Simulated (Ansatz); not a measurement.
This script for the interaction energy of a dimer with the counterpoise correction of CS with Ansatz 0.2.0, Python API holds a mistake.

`cs.py`:
```python
'''Binding of a CS dimer at a trial geometry.'''

from dataclasses import dataclass

import ansatz as az


@dataclass(frozen=True)
class Options:
    basis_set: str = 'cc-pVDZ'
    xc: str = 'pbe'
    dispersion: str = 'd3bj'


cfg = Options()

FIRST = [
    ('C', (0.0, 0.0, 0.0)),
]
SECOND = [
    ('C', (-2.2699, 0.565, -1.9728)),
]

def energy(atoms, ghosts=()):
    molecule = az.Crystal.molecule()
    for symbol, xyz in atoms:
        molecule = molecule.atom(symbol, xyz)
    calc = (
        molecule.calculation()
        .basis(gaussian=cfg.basis_set)
        .functional(cfg.xc, dispersion=cfg.dispersion)
    )
    deck = calc.input()
    if ghosts:
        deck = deck.set(az.key.basis.gaussian.ghost_atoms, [{'symbol': s, 'position_ang': list(xyz)} for s, xyz in ghosts])
    return az.Session.from_dict(deck).plan().execute().report['free_energy_ev']

# ghost atoms carry the functions of the partner
both = energy(FIRST + SECOND)
alone = energy(FIRST) + energy(SECOND)
ghosted = energy(FIRST, SECOND) + energy(SECOND, FIRST)
print(f'dimer {both:.6f} eV')
print(f'interaction, uncorrected   {23.060548 * (both - alone):8.3f} kcal/mol')
print(f'interaction, counterpoise  {23.060548 * (both - ghosted):8.3f} kcal/mol')
print(f'basis-set superposition    {23.060548 * (alone - ghosted):8.3f} kcal/mol')
```

```console
$ python cs.py
dimer -2055.145232 eV
interaction, uncorrected    -58.621 kcal/mol
interaction, counterpoise   -57.459 kcal/mol
basis-set superposition       1.162 kcal/mol
```

The script ran to its end, but the result can't be trusted. Why?

The fault: an atom is missing. Mended:

```diff
--- before
+++ after
@@ -9,4 +9,4 @@
 class Options:
-    basis_set: str = 'cc-pVDZ'
-    xc: str = 'pbe'
+    basis_set: str = 'def2-SVPD'
+    xc: str = 'b3lyp'
     dispersion: str = 'd3bj'
@@ -17,6 +17,8 @@
 FIRST = [
-    ('C', (0.0, 0.0, 0.0)),
+    ('C', (0.0, 0.0, -0.8475)),
+    ('S', (0.0, 0.0, 0.8475)),
 ]
 SECOND = [
-    ('C', (-2.2699, 0.565, -1.9728)),
+    ('C', (-3.9262, 1.105, -3.4151)),
+    ('S', (-2.7203, 0.5494, -2.3614)),
 ]
```

With that change:

Running `python cs.py` prints:
```text
dimer -23731.795316 eV
interaction, uncorrected     -1.113 kcal/mol
interaction, counterpoise    -0.537 kcal/mol
basis-set superposition       0.576 kcal/mol
```

Notes:
- Total energies depend on the basis set; only differences at equal settings carry meaning.
- The dimer is a generated trial pose of unrelaxed monomers, not a minimum, so the figure is no binding energy, and the basis set is small.
- b3lyp holds the VWN-RPA fit, as in Gaussian; the form of ORCA and Turbomole is b3lyp5.
- The spin state was assumed, and another may lie lower.
- Timing: 4.7 s on 1 thread of Intel(R) Xeon(R) Processor @ 2.30GHz, with other jobs on the host, peak memory 0.26 GiB.
